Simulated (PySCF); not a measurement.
**GaPb+: from the state search to spectroscopic constants**

One job finds the state of GaPb+, follows it along the bond with each method and fits the curves.

Computed with PySCF 2.14.0. Level: Ga cc-pVDZ-PP with ECP10, Pb cc-pVDZ-PP with ECP60, scalar-relativistic core potentials.

2 further runs of the same task are left out: 2 that didn't finish.

### 1 Set-up

Settings of the job:

| Property | Result |
| --- | --- |
| atoms | Ga, Pb |
| charge | 1 |
| basis | Ga cc-pVDZ-PP with ECP10, Pb cc-pVDZ-PP with ECP60 |
| Hamiltonian | scalar-relativistic core potentials |
| basis functions | 46 |
| electrons treated | 42 |
| masses in u | 68.9256, 207.9766 |
| levels | PBE0, PBE, r²SCAN, BHandHLYP, M06-2X, M06-L, ωB97X, HF, MP2, SCS-MP2 |
| grid | 80 radial by 434 angular points |
| occupations | held fixed by the projection of orbital angular momentum |
| dissociation limit | Ga+ + Pb, each in its ground configuration |
| starting distance in angstrom | 2.700 |
| values of 2S to try | 0, 2 |

Command:

```bash
OMP_NUM_THREADS=1 python dia.py task.json out
```

Further steps of the session: The PBE0 curve of the state that the search chose; Higher solutions at PBE0; PBE (GGA); r²SCAN (meta-GGA); BHandHLYP; M06-2X; M06-L; ωB97X (range-separated hybrid); UHF (mean field).

Before running it: what results should come out? Wanted: for each run, Re; ωe; De; μ.

**Answer**, as computed:

Lowest PBE0 solution found, without spin–orbit coupling: ³Π (triplet), unpaired electrons σ ↑, π ↑. State 2 has its PBE0 minimum 0.37 eV higher. The other levels ran on the lowest alone.

| level | Re (Å) | ωe (cm⁻¹) | De (eV) | μ (D) |
| --- | --- | --- | --- | --- |
| UHF | 3.304 | 81.2 | 0.74 | -5.18 |
| UHF-MP2 | 3.162 | 92.4 | 0.95 | n/a |
| UHF-SCS-MP2 | 3.200 | 88.6 | 0.89 | n/a |
| PBE | 3.148 | 93.2 | 1.37 | -3.55 |
| r²SCAN | 3.104 | 97.6 | 1.35 | -3.54 |
| M06-L | 3.153 | 94.7 | 1.40 | -3.53 |
| PBE0 | 3.119 | 95.9 | 1.25 | -3.83 |
| BHandHLYP | 3.172 | 90.4 | 1.09 | -4.30 |
| M06-2X | 3.171 | 93.1 | 1.08 | -4.64 |
| ωB97X | 3.103 | 103.0 | 1.14 | -3.99 |

De is counted to Ga+ + Pb in their ground configurations. A positive dipole points from Ga to Pb; in an ion it is taken about the centre of mass and does not tell which atom is negative.

In words: Bond lengths run from 3.103 Å (ωB97X) to 3.304 Å (UHF). Among the levels with a De in the table, it runs from 0.74 eV (UHF) to 1.40 eV (M06-L).

Correlated steps freeze 8 core orbitals. These are scalar-relativistic numbers at best; spin–orbit coupling would shift them, the dissociation energy most. With spin–orbit coupling the term label itself may not hold.
